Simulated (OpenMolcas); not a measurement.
# W²⁺ among point charges: CASSCF levels and susceptibility

How does a field of 5 point charges split the states of W²⁺, and what χT follows?

Method: state-averaged CASSCF, spin-orbit coupling by RASSI with atomic mean-field integrals. Code: OpenMolcas 26.06.

1 further run of the same task is left out (it didn't finish).

**1. The atom as given**

```
Species                           : W²⁺ (tungsten, Z = 74, 72 electrons)
Basis                             : ANO-RCC-VTZP [8s7p5d3f2g1h], 104 functions
Scalar Hamiltonian                : DKH2, point nucleus
Inactive shells                   : 1s 2s 2p 3s 3p 3d 4s 4p 4d 4f 5s 5p
Active space                      : 4 electrons in 5 orbitals (5d)
Some configurations of this space : 5d4
Orbitals                          : optimised for each spin and parity, averaged over all roots
```

The outer shells:

5d4
```
5d [↑ ][↑ ][↑ ][↑ ][  ]
```

The ion sits among 5 point charges of -1.6 e arranged as a square pyramid (C4v), 1.89 Å from the ion, with the axial distance 1.928 Å. The active orbitals were held to one l.

The work runs as a chain of OpenMolcas steps in one folder; each step below is one input file. Labels, J, g values, rates, χT and fits are worked out afterwards by a script from the matrices that RASSI stores.

**2. Basis and integrals**

Input file a.inp:

```
&GATEWAY
Coord
1

W 0.0 0.0 0.0
Basis=ANO-RCC-VTZP
Group=NoSym
NoMove
AngMom=0.0 0.0 0.0
AMFI
XField
5 Angstrom 0
1.890000 0.000000 0.000000 -1.600000
0.000000 1.890000 0.000000 -1.600000
-1.890000 0.000000 0.000000 -1.600000
0.000000 -1.890000 0.000000 -1.600000
0.000000 0.000000 1.927800 -1.600000
&SEWARD
```

Run with:

```
$ OMP_NUM_THREADS=1 MOLCAS_MEM=1689 MOLCAS_PROJECT=a pymolcas a.inp > a.log
```

**3. Reference wave functions, quintets, 5 roots**

Input file a.inp:

```
&RASSCF
FileOrb=start.orb
Symmetry=1
Spin=5
nActEl=4 0 0
Inactive=34
Ras2=5
CIRoot=5 5 1
SDav=5
CIMx=300
Iter=120 100
PrWF=0.3
OrbListing=Nothing
MaxOrb=0
SupSym
1
25 10 11 12 13 14 19 20 21 22 23 35 36 37 38 39 52 53 54 55 56 57 58 59
60 61
>>> COPY $Project.JobIph JOB001
```

start.orb holds the contracted functions of the basis, ordered by shell, or the orbitals of the step before.

**4. CASSCF: triplets, 45 roots**

Input file a.inp:

```
&RASSCF
FileOrb=start.orb
Symmetry=1
Spin=3
nActEl=4 0 0
Inactive=34
Ras2=5
CIRoot=45 45 1
SDav=45
CIMx=300
Iter=120 100
PrWF=0.3
OrbListing=Nothing
MaxOrb=0
SupSym
1
25 10 11 12 13 14 19 20 21 22 23 35 36 37 38 39 52 53 54 55 56 57 58 59
60 61
>>> COPY $Project.JobIph JOB002
```

**5. CASSCF: singlets, 50 roots**

Input file a.inp:

```
&RASSCF
FileOrb=start.orb
Symmetry=1
Spin=1
nActEl=4 0 0
Inactive=34
Ras2=5
CIRoot=50 50 1
SDav=50
CIMx=300
Iter=120 100
PrWF=0.3
OrbListing=Nothing
MaxOrb=0
SupSym
1
25 10 11 12 13 14 19 20 21 22 23 35 36 37 38 39 52 53 54 55 56 57 58 59
60 61
>>> COPY $Project.JobIph JOB003
```

**6. RASSI: spin-orbit coupling between the states**

Input file a.inp:

```
&RASSI
NrOfJobIphs=3 5 45 50
1 2 3 4 5
1 2 3 4 5 6 7 8 9 10 11 12 13 14 15 16 17 18 19 20 21 22 23 24 25 26 27
28 29 30 31 32 33 34 35 36 37 38 39 40 41 42 43 44 45
1 2 3 4 5 6 7 8 9 10 11 12 13 14 15 16 17 18 19 20 21 22 23 24 25 26 27
28 29 30 31 32 33 34 35 36 37 38 39 40 41 42 43 44 45 46 47 48 49 50
IphNames
JOB001
JOB002
JOB003
EJob
SpinOrbit
DIPRint=1.0
SOCoupling=1000.0
Subsets=2
Property=9
'ANGMOM' 1 'ANGMOM' 2 'ANGMOM' 3 'MLTPL  1' 1 'MLTPL  1' 2 'MLTPL  1' 3
'AMFI' 1 'AMFI' 2 'AMFI' 3
SOProperty=3
'ANGMOM' 1 'ANGMOM' 2 'ANGMOM' 3
```

Q: Predict the outcome of this session. Wanted: spin-free ground state; first state of the same spin within the active space; lowest level; next level.

As calculated:

```
                                            quantity                                value
                                              method                               CASSCF
                              spin-free ground state  quintet, 1-fold in its orbital part
first state of the same spin within the active space                quintet at 18400 cm⁻¹
                                        lowest level                               1-fold
                                          next level                          1108.1 cm⁻¹
                                         χT at 300 K                       0.46 cm³ K/mol
                           effective moment at 300 K                              1.92 μB
```

What this shows: The spin-free ground state (quintet) comes to 100 % from free-ion D terms and keeps the highest spin of the shell. χT at 300 K is 0.46, against 3.01 cm³ K/mol for the spin alone, so spin-orbit coupling lowers it. An active space of the d shell alone favours high spin; real ions in strong fields can be low spin. The field of point charges can differ much from that of real complexes. With metal d orbitals alone active, the gaps between spin states are rough; where two lie within a few thousand cm-1, their order is open. This is an electrostatic model: the charges have no orbitals.
